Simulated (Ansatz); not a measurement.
# AlHF2 + NH3: a complex and its separated parts, part 2 of 2

Ansatz 0.2.0, Gaussian basis. The steps go on from the part before.

### 13 CAM-B3LYP-D4/def2-TZVPP

The inputs:

parta/in.yaml

```yaml
crystal:
  periodic: [false, false, false]
  atoms:
    - {symbol: Al, position_ang: [-0.579679, -1.086366, 0.262638]}
    - {symbol: F, position_ang: [-0.401099, -1.456560, -1.323836]}
    - {symbol: F, position_ang: [0.672472, -1.401902, 1.271791]}
    - {symbol: H, position_ang: [-1.901031, -0.453179, 0.795827]}
basis:
  gaussian: {orbitals: def2-TZVPP}
hamiltonian: {xc: {name: CAM-B3LYP}, dispersion: d4}
```

partb/in.yaml

```yaml
crystal:
  periodic: [false, false, false]
  atoms:
    - {symbol: N, position_ang: [0.410082, 0.864774, -0.187811]}
    - {symbol: H, position_ang: [-0.129616, 1.697538, 0.013487]}
    - {symbol: H, position_ang: [0.656009, 0.900129, -1.169419]}
    - {symbol: H, position_ang: [1.272863, 0.935665, 0.337423]}
basis:
  gaussian: {orbitals: def2-TZVPP}
hamiltonian: {xc: {name: CAM-B3LYP}, dispersion: d4}
```

The same command starts each run, in its folder.

On the command line:

```sh
ansatz run in.yaml --threads 2 --pin off --events-out ev --progress --plain --max-ram 4352MiB
```

parta printed (excerpt; [...] marks lines left out):

```text
Functional definition: CAM-B3LYP
  name "CAM-B3LYP"
  cite "Yanai, Tew & Handy, Chem. Phys. Lett. 393, 51 (2004) doi:10.1016/j.cplett.2004.06.011"
  cite "Iikura, Tsuneda, Yanai & Hirao, J. Chem. Phys. 115, 3540 (2001) doi:10.1063/1.1383587"
  cite "Becke, Phys. Rev. A 38, 3098 (1988) doi:10.1103/PhysRevA.38.3098"
  cite "Lee, Yang & Parr, Phys. Rev. B 37, 785 (1988) doi:10.1103/PhysRevB.37.785"
[...]
  # Exact exchange under (alpha + beta erf(omega r))/r, Becke's under what is left of 1/r.
[...]
659 factors; their error is unknown
147 factors; integrals over basis functions are off by at most 1.7e-5 eV
[...]
mean field -12052.73740574 eV, -442.9299300222 hartree, gradient 1.4e-5 eV, S^2 0.000000; 0 other end points of the search recorded, 0 dependent functions left out
reference -12052.73750585 eV, -442.9299337010 hartree; 16, 16 occupied and 102, 102 virtual orbitals, 659 factors
Total energy: -12052.77172582 eV, -442.9311912617 hartree
```

Log of partb (excerpt; [...] marks lines left out):

```text
[... 6 set-up lines as earlier in the session ...]
[...]
  # Exact exchange under (alpha + beta erf(omega r))/r, Becke's under what is left of 1/r.
[...]
332 factors; their error is unknown
102 factors; integrals over basis functions are off by at most 1.4e-5 eV
[...]
mean field -1539.00932171 eV, -56.5575493948 hartree, gradient 6.3e-5 eV, S^2 0.000000; 0 other end points of the search recorded, 0 dependent functions left out
reference -1539.00938980 eV, -56.5575518970 hartree; 5, 5 occupied and 68, 68 virtual orbitals, 332 factors
Total energy: -1539.01811460 eV, -56.5578725276 hartree
```

Times: 0.9 s (parta), 0.35 s (partb) on 2 threads of Intel Xeon Platinum 8488C, shared host.

### 14 wB97X-V/def2-TZVPP

Each input of step 13 (parta, partb) changes in the same lines:

```diff
-hamiltonian: {xc: {name: CAM-B3LYP}, dispersion: d4}
+hamiltonian: {xc: {name: wB97X-V}}
```

One command serves all of them, each in its own folder.

On the command line:

```sh
ansatz run in.yaml --threads 2 --pin off --events-out ev --progress --plain --max-ram 4352MiB
```

Log of parta (excerpt; [...] marks lines left out):

```text
Functional definition: wB97X-V
  name "wB97X-V"
  cite "Mardirossian & Head-Gordon, Phys. Chem. Chem. Phys. 16, 9904 (2014) doi:10.1039/C3CP54374A"
[... 2 set-up lines as earlier in the session ...]
[...]
      + integral(e_c_pw_opposite_spin*poly(b97_u_opposite, cos0, cos1)) + vv10(b, c)
659 factors; their error is unknown
138 factors; integrals over basis functions are off by at most 2.3e-5 eV
[...]
mean field -12050.66499578 eV, -442.8537703608 hartree, gradient 6.0e-5 eV, S^2 0.000000; 0 other end points of the search recorded, 0 dependent functions left out
reference -12050.66499398 eV, -442.8537702947 hartree; 16, 16 occupied and 102, 102 virtual orbitals, 659 factors
Total energy: -12050.66499398 eV, -442.8537702947 hartree
```

Log of partb (excerpt; [...] marks lines left out):

```text
[... 5 set-up lines as earlier in the session ...]
[...]
      + integral(e_c_pw_opposite_spin*poly(b97_u_opposite, cos0, cos1)) + vv10(b, c)
332 factors; their error is unknown
93 factors; integrals over basis functions are off by at most 7.9e-6 eV
[...]
mean field -1539.14323489 eV, -56.5624706134 hartree, gradient 1.3e-5 eV, S^2 0.000000; 0 other end points of the search recorded, 0 dependent functions left out
reference -1539.14323379 eV, -56.5624705729 hartree; 5, 5 occupied and 68, 68 virtual orbitals, 332 factors
Total energy: -1539.14323379 eV, -56.5624705729 hartree
```

They took 2.7 s (parta), 0.8 s (partb) on 2 threads of Intel Xeon Platinum 8488C, shared host.

### 15 wB97M-V/def2-TZVPP

The same edit goes into each in.yaml of step 14 (parta, partb):

```diff
-hamiltonian: {xc: {name: wB97X-V}}
+hamiltonian: {xc: {name: wB97M-V}}
```

The same command starts each run, in its folder.

On the command line:

```sh
ansatz run in.yaml --threads 2 --pin off --events-out ev --progress --plain --max-ram 4352MiB
```

Log of parta (excerpt; [...] marks lines left out):

```text
Functional definition: wB97M-V
  name "wB97M-V"
  cite "Mardirossian & Head-Gordon, J. Chem. Phys. 144, 214110 (2016) doi:10.1063/1.4952647"
[... 2 set-up lines as earlier in the session ...]
  # Of w^i u^j: cxij and so on, Table III.
[...]
  gx(w, u) = 1 - cx + cx01*u + cx10*w
[...]
      + integral(e_c_pw_mod_opposite_spin*gos(b97_w_opposite, b97_u_opposite)) + vv10(b, c)
643 factors; their error is unknown
138 factors; integrals over basis functions are off by at most 2.3e-5 eV
[...]
mean field -12051.91911725 eV, -442.8998584747 hartree, gradient 1.7e-5 eV, S^2 0.000000; 0 other end points of the search recorded, 0 dependent functions left out
reference -12051.91916132 eV, -442.8998600943 hartree; 16, 16 occupied and 102, 102 virtual orbitals, 643 factors
Total energy: -12051.91916132 eV, -442.8998600943 hartree
```

partb printed (excerpt; [...] marks lines left out):

```text
[... 5 set-up lines as earlier in the session ...]
  # Of w^i u^j: cxij and so on, Table III.
[...]
  gx(w, u) = 1 - cx + cx01*u + cx10*w
[...]
      + integral(e_c_pw_mod_opposite_spin*gos(b97_w_opposite, b97_u_opposite)) + vv10(b, c)
332 factors; their error is unknown
93 factors; integrals over basis functions are off by at most 7.9e-6 eV
[...]
mean field -1538.84211071 eV, -56.5514045038 hartree, gradient 5.4e-5 eV, S^2 0.000000; 0 other end points of the search recorded, 0 dependent functions left out
reference -1538.84213758 eV, -56.5514054913 hartree; 5, 5 occupied and 68, 68 virtual orbitals, 332 factors
Total energy: -1538.84213758 eV, -56.5514054913 hartree
```

They took 2.9 s (parta), 0.85 s (partb) on 2 threads of Intel Xeon Platinum 8488C, shared host.

### 16 B2PLYP/def2-TZVPP

The same edit goes into each in.yaml of step 15 (parta, partb):

```diff
-hamiltonian: {xc: {name: wB97M-V}}
+hamiltonian: {xc: {name: B2PLYP}}
```

Each run has its own folder and the same command.

On the command line:

```sh
ansatz run in.yaml --threads 2 --pin off --events-out ev --progress --plain --max-ram 4352MiB
```

Log of parta (excerpt; [...] marks lines left out):

```text
Functional definition: B2PLYP
  name "B2PLYP"
  cite "Grimme, J. Chem. Phys. 124, 034108 (2006) doi:10.1063/1.2148954"
[... 2 set-up lines as earlier in the session ...]
[...]
742 factors; integrals over basis functions are off by at most 1.1e-3 eV
[...]
mean field -12042.74775415 eV, -442.5628170975 hartree, gradient 2.8e-6 eV, S^2 0.000000; 0 other end points of the search recorded, 0 dependent functions left out
7 core orbitals not correlated: weight in the atoms' cores, before any rotation towards them, 1.000 or more for the frozen orbitals, at most 0.000 for the correlated occupied ones
reference -12042.74788061 eV, -442.5628217447 hartree; 9, 9 occupied and 102, 102 virtual orbitals, 742 factors
second order -18.75324098 eV of doubles, -0.00000000 eV of singles
Total energy: -12047.81125567 eV, -442.7488973463 hartree
```

Log of partb (excerpt; [...] marks lines left out):

```text
[... 5 set-up lines as earlier in the session ...]
[...]
416 factors; integrals over basis functions are off by at most 9.8e-4 eV
[...]
mean field -1536.38013073 eV, -56.4609284083 hartree, gradient 8.3e-6 eV, S^2 0.000000; 0 other end points of the search recorded, 0 dependent functions left out
1 core orbitals not correlated: weight in the atoms' cores, before any rotation towards them, 1.000 or more for the frozen orbitals, at most 0.000 for the correlated occupied ones
reference -1536.38022095 eV, -56.4609317241 hartree; 4, 4 occupied and 68, 68 virtual orbitals, 416 factors
second order -7.62101012 eV of doubles, -0.00000000 eV of singles
Total energy: -1538.43789368 eV, -56.5365498022 hartree
```

They took 1.4 s (parta), 0.5 s (partb) on 2 threads of Intel Xeon Platinum 8488C, shared host.

### 17 PBE-QIDH/def2-TZVPP

Each input of step 16 (parta, partb) changes in the same lines:

```diff
-hamiltonian: {xc: {name: B2PLYP}}
+hamiltonian: {xc: {name: PBE-QIDH}}
```

One command serves all of them, each in its own folder.

On the command line:

```sh
ansatz run in.yaml --threads 2 --pin off --events-out ev --progress --plain --max-ram 4352MiB
```

Output in parta (excerpt; [...] marks lines left out):

```text
Functional definition: PBE-QIDH
  name "PBE-QIDH"
  cite "Brémond, Sancho-García, Pérez-Jiménez & Adamo, J. Chem. Phys. 141, 031101 (2014) doi:10.1063/1.4890314"
[... 1 set-up line as earlier in the session ...]
[...]
742 factors; integrals over basis functions are off by at most 1.1e-3 eV
[...]
mean field -12036.51868594 eV, -442.3339030630 hartree, gradient 1.3e-6 eV, S^2 0.000000; 0 other end points of the search recorded, 0 dependent functions left out
7 core orbitals not correlated: weight in the atoms' cores, before any rotation towards them, 1.000 or more for the frozen orbitals, at most 0.000 for the correlated occupied ones
reference -12036.51869612 eV, -442.3339034369 hartree; 9, 9 occupied and 102, 102 virtual orbitals, 742 factors
second order -17.50362733 eV of doubles, -0.00000000 eV of singles
Total energy: -12042.35323856 eV, -442.5483189168 hartree
```

Output in partb (excerpt; [...] marks lines left out):

```text
[... 4 set-up lines as earlier in the session ...]
[...]
416 factors; integrals over basis functions are off by at most 9.8e-4 eV
[...]
mean field -1535.33272500 eV, -56.4224369580 hartree, gradient 2.1e-6 eV, S^2 0.000000; 0 other end points of the search recorded, 0 dependent functions left out
1 core orbitals not correlated: weight in the atoms' cores, before any rotation towards them, 1.000 or more for the frozen orbitals, at most 0.000 for the correlated occupied ones
reference -1535.33273177 eV, -56.4224372066 hartree; 4, 4 occupied and 68, 68 virtual orbitals, 416 factors
second order -7.10228170 eV of doubles, -0.00000000 eV of singles
Total energy: -1537.70015900 eV, -56.5094385527 hartree
```

They took 1.3 s (parta), 0.6 s (partb) on 2 threads of Intel Xeon Platinum 8488C, shared host.

### 18 RPA on PBE/def2-TZVPP

The same edit goes into each in.yaml of step 17 (parta, partb):

```diff
-hamiltonian: {xc: {name: PBE-QIDH}}
+hamiltonian: {xc: pbe}
+correlation: {method: rpa}
```

The same command starts each run, in its folder.

On the command line:

```sh
ansatz run in.yaml --threads 2 --pin off --events-out ev --progress --plain --max-ram 4352MiB
```

Output in parta (excerpt; [...] marks lines left out):

```text
[... 4 set-up lines as earlier in the session ...]
[...]
742 factors; integrals over basis functions are off by at most 1.1e-3 eV
[...]
mean field -12044.62647776 eV, -442.6318589168 hartree, gradient 8.6e-6 eV, S^2 0.000000; 0 other end points of the search recorded, 0 dependent functions left out
7 core orbitals not correlated: weight in the atoms' cores, before any rotation towards them, 1.000 or more for the frozen orbitals, at most 0.000 for the correlated occupied ones
reference -12016.32611252 eV, -441.5918396766 hartree; 9, 9 occupied and 102, 102 virtual orbitals, 742 factors
Total energy: -12040.42577597 eV, -442.4774859732 hartree
```

partb printed (excerpt; [...] marks lines left out):

```text
[... 4 set-up lines as earlier in the session ...]
[...]
416 factors; integrals over basis functions are off by at most 9.8e-4 eV
[...]
mean field -1537.73150586 eV, -56.5105905284 hartree, gradient 7.1e-6 eV, S^2 0.000000; 0 other end points of the search recorded, 0 dependent functions left out
1 core orbitals not correlated: weight in the atoms' cores, before any rotation towards them, 1.000 or more for the frozen orbitals, at most 0.000 for the correlated occupied ones
reference -1529.64068856 eV, -56.2132584768 hartree; 4, 4 occupied and 68, 68 virtual orbitals, 416 factors
Total energy: -1540.11753883 eV, -56.5982756230 hartree
```

Times: 1.2 s (parta), 0.45 s (partb) on 2 threads of Intel Xeon Platinum 8488C, shared host.

### 19 CCSD(T)/def2-TZVPP

Each input of step 18 (parta, partb) changes in the same lines:

```diff
-hamiltonian: {xc: pbe}
-correlation: {method: rpa}
+correlation: {method: ccsd_t}
```

Each run has its own folder and the same command.

On the command line:

```sh
ansatz run in.yaml --threads 2 --pin off --events-out ev --progress --plain --max-ram 4352MiB
```

parta printed (excerpt; [...] marks lines left out):

```text
Functional definition: HF
  name "HF"
  cite "Fock, Z. Phys. 61, 126 (1930) doi:10.1007/BF01340294"
[... 1 set-up line as earlier in the session ...]
[...]
742 factors; integrals over basis functions are off by at most 1.1e-3 eV
[...]
mean field -12017.39079286 eV, -441.6309659574 hartree, gradient 3.5e-6 eV, S^2 0.000000; 0 other end points of the search recorded, 0 dependent functions left out
7 core orbitals not correlated: weight in the atoms' cores, before any rotation towards them, 1.000 or more for the frozen orbitals, at most 0.000 for the correlated occupied ones
reference -12017.39079286 eV, -441.6309659574 hartree; 9, 9 occupied and 102, 102 virtual orbitals, 742 factors
second order -15.82040623 eV of doubles, -0.00000000 eV of singles
cycle   1  -15.60291888 eV  change    2.2e-1 eV  update   8.5e-2
[...]
cycle   9  -15.99181485 eV  change    2.3e-6 eV  update   9.9e-6
perturbative correction -0.42213584 eV, -0.0155132060 hartree
Total energy: -12033.80474355 eV, -442.2341675195 hartree
```

Output in partb (excerpt; [...] marks lines left out):

```text
[... 4 set-up lines as earlier in the session ...]
[...]
416 factors; integrals over basis functions are off by at most 9.8e-4 eV
[...]
mean field -1529.85252259 eV, -56.2210432339 hartree, gradient 4.0e-6 eV, S^2 0.000000; 0 other end points of the search recorded, 0 dependent functions left out
1 core orbitals not correlated: weight in the atoms' cores, before any rotation towards them, 1.000 or more for the frozen orbitals, at most 0.000 for the correlated occupied ones
reference -1529.85252259 eV, -56.2210432339 hartree; 4, 4 occupied and 68, 68 virtual orbitals, 416 factors
second order -6.38827141 eV of doubles, -0.00000000 eV of singles
cycle   1  -6.57732907 eV  change   -1.9e-1 eV  update   3.9e-2
[...]
cycle   9  -6.72921911 eV  change    3.4e-6 eV  update   2.3e-6
perturbative correction -0.20701764 eV, -0.0076077578 hartree
Total energy: -1536.78875934 eV, -56.4759452327 hartree
```

Wall times: 3.5 s (parta), 0.6 s (partb) on 2 threads of Intel Xeon Platinum 8488C, shared host.

### 20 Vibrations of AlHF2

File vib-parta/in.yaml:

```yaml
crystal:
  periodic: [false, false, false]
  atoms:
    - {symbol: Al, position_ang: [-0.579679, -1.086366, 0.262638]}
    - {symbol: F, position_ang: [-0.401099, -1.456560, -1.323836]}
    - {symbol: F, position_ang: [0.672472, -1.401902, 1.271791]}
    - {symbol: H, position_ang: [-1.901031, -0.453179, 0.795827]}
basis:
  gaussian: {orbitals: def2-TZVP}
hamiltonian: {xc: pbe0, dispersion: d4}
phonons: {temperatures: {t_min: 298.15, t_max: 900, t_step: 200}}
```

On the command line:

```sh
ansatz run in.yaml --threads 2 --pin off --events-out ev --progress --plain --max-ram 4352MiB
```

Standard output (excerpt; [...] marks lines left out):

```text
[... 5 set-up lines as earlier in the session ...]
[...]
635 factors; their error is unknown
[...]
mean field -12045.21499082 eV, -442.6534863727 hartree, gradient 2.6e-5 eV, S^2 0.000000; 0 other end points of the search recorded, 0 dependent functions left out
[...]
Atom 1 at    -0.401099    -1.456560    -1.323836 Å, force     0.001164    -0.000262     0.000728 eV/Å
Atom 2 at     0.672472    -1.401902     1.271791 Å, force     0.000314    -0.000305    -0.001328 eV/Å
Atom 3 at    -1.901031    -0.453179     0.795827 Å, force    -0.001246     0.000674     0.000501 eV/Å
Dipole moment:    -0.239585     0.114872     0.096675 e Å
Vibrations: 260.91 491.35 651.22 782.52 931.73 2034.56 cm⁻¹, zero-point energy 0.319401 eV
```

Wall time 11 s (2 threads of Intel Xeon Platinum 8488C, shared host).

Wavenumbers and character of the modes:

| mode | wavenumber (cm⁻¹) | character |
| --- | --- | --- |
| 1 | 261 | bend |
| 2 | 491 | out-of-plane bend |
| 3 | 651 | bend |
| 4 | 783 | Al–F stretch |
| 5 | 932 | Al–F stretch |
| 6 | 2035 | Al–H stretch |

Vibrational sums (real modes only):

| T (K) | entropy (J/mol/K) | heat capacity (J/mol/K) |
| --- | --- | --- |
| 298 | 12.8 | 21.3 |
| 498 | 26.6 | 32.3 |
| 698 | 38.5 | 38.1 |
| 898 | 48.6 | 41.6 |

### 21 Vibrations of NH3

File vib-partb/in.yaml:

```yaml
crystal:
  periodic: [false, false, false]
  atoms:
    - {symbol: N, position_ang: [0.410082, 0.864774, -0.187811]}
    - {symbol: H, position_ang: [-0.129616, 1.697538, 0.013487]}
    - {symbol: H, position_ang: [0.656009, 0.900129, -1.169419]}
    - {symbol: H, position_ang: [1.272863, 0.935665, 0.337423]}
basis:
  gaussian: {orbitals: def2-TZVP}
hamiltonian: {xc: pbe0, dispersion: d4}
phonons: {temperatures: {t_min: 298.15, t_max: 900, t_step: 200}}
```

On the command line:

```sh
ansatz run in.yaml --threads 2 --pin off --events-out ev --progress --plain --max-ram 4352MiB
```

Standard output (excerpt; [...] marks lines left out):

```text
[... 5 set-up lines as earlier in the session ...]
[...]
287 factors; their error is unknown
[...]
mean field -1537.79931155 eV, -56.5130823418 hartree, gradient 1.3e-5 eV, S^2 0.000000; 0 other end points of the search recorded, 0 dependent functions left out
[...]
Atom 1 at    -0.129616     1.697538     0.013487 Å, force    -0.000010     0.000107     0.000001 eV/Å
Atom 2 at     0.656009     0.900129    -1.169419 Å, force     0.000101     0.000056    -0.000173 eV/Å
Atom 3 at     1.272863     0.935665     0.337423 Å, force     0.000192     0.000061     0.000051 eV/Å
Dipole moment:     0.177997     0.293738    -0.079793 e Å
Vibrations: 1030.89 1669.54 1669.55 3502.37 3631.45 3631.51 cm⁻¹, zero-point energy 0.938270 eV
```

Run time: 2.7 s. Hardware: 2 threads of Intel Xeon Platinum 8488C, shared host.

Wavenumbers and character of the modes:

| mode | wavenumber (cm⁻¹) | character |
| --- | --- | --- |
| 1 | 1031 | bend |
| 2 | 1670 | bend |
| 3 | 1670 | bend |
| 4 | 3502 | N–H stretch |
| 5 | 3631 | N–H stretch |
| 6 | 3632 | N–H stretch |

Vibrational sums (real modes only):

| T (K) | entropy (J/mol/K) | heat capacity (J/mol/K) |
| --- | --- | --- |
| 298 | 0.4 | 1.8 |
| 498 | 2.6 | 7.4 |
| 698 | 6.0 | 13.4 |
| 898 | 10.0 | 18.8 |

### 22 Complex less separated parts

The complex's own energies come from single points at the same levels.

Rows are in def2-TZVPP; times add the 3 runs of a level on a shared host, so small differences are noise.

Differences are taken before rounding.

| method | rung | complex less parts (eV) | from CCSD(T) (eV) | time |
| --- | --- | --- | --- | --- |
| SPW92 | LDA | -1.742 | -0.237 | 2.9 s |
| PBE-D4 | GGA | -1.482 | +0.024 | 3.7 s |
| BLYP-D4 | GGA | -1.396 | +0.109 | 4.2 s |
| r2SCAN-D4 | meta-GGA | -1.580 | -0.074 | 7.2 s |
| B97M-V | meta-GGA | -1.535 | -0.029 | 10 s |
| PBE0-D4 | hybrid | -1.557 | -0.052 | 5.3 s |
| B3LYP-D4 | hybrid | -1.483 | +0.023 | 4.9 s |
| r2SCAN0-D4 | hybrid | -1.620 | -0.114 | 7.9 s |
| BHLYP-D4 | hybrid | -1.580 | -0.074 | 5.2 s |
| CAM-B3LYP-D4 | range-separated hybrid | -1.547 | -0.042 | 5.4 s |
| wB97X-V | range-separated hybrid | -1.545 | -0.039 | 13 s |
| wB97M-V | range-separated hybrid | -1.525 | -0.020 | 14 s |
| B2PLYP | double hybrid | -1.448 | +0.057 | 9.4 s |
| PBE-QIDH | double hybrid | -1.566 | -0.060 | 7.4 s |
| RPA on PBE | RPA | -1.435 | +0.070 | 7.6 s |
| Hartree-Fock | wavefunction | -1.435 | +0.071 |  |
| MP2 | wavefunction | -1.499 | +0.007 |  |
| CCSD | wavefunction | -1.497 | +0.008 |  |
| CCSD(T) | wavefunction | -1.506 | 0 | 81 s |

Among the levels timed on like hardware and quicker than the yardstick, those that no quicker one beats, quickest first: SPW92 (2.9 s, -0.237 eV); PBE-D4 (3.7 s, +0.024 eV); B3LYP-D4 (4.9 s, +0.023 eV); wB97M-V (14 s, -0.020 eV).

wB97M-V reaches 0.020 eV from the reference in 14 s, where CCSD(T) took 81 s; the quickest level in the cost chart, SPW92, takes 2.9 s and misses by 0.237 eV.

The complex's zero-point energy, from a separate PBE0-D4 run, is 1.390 eV.

### 23 Outcome

The summary covers parts 1 to 2.

```
                              quantity      value
complex less parts, CCSD(T)/def2-TZVPP  -1.506 eV
                with zero-point energy  -1.373 eV
                 largest T1 diagnostic      0.013
```

**Reading.** At CCSD(T) the complex lies 1.506 eV below its parts. wB97M-V is the best functional here (-0.020 eV from CCSD(T)); SPW92 is the worst (-0.237 eV). By rung, the mean size of the error is: LDA 0.237, GGA 0.067, meta-GGA 0.052, hybrid 0.066, range-separated hybrid 0.033, double hybrid 0.059 eV. PBE-D4 gives a relative energy 0.024 eV too high, inside chemical accuracy (1 kcal/mol, 0.043 eV). No counterpoise was applied, and triple zeta lacks some correlation, so the CCSD(T) reference has a basis error of its own, and close matches with it are partly luck.
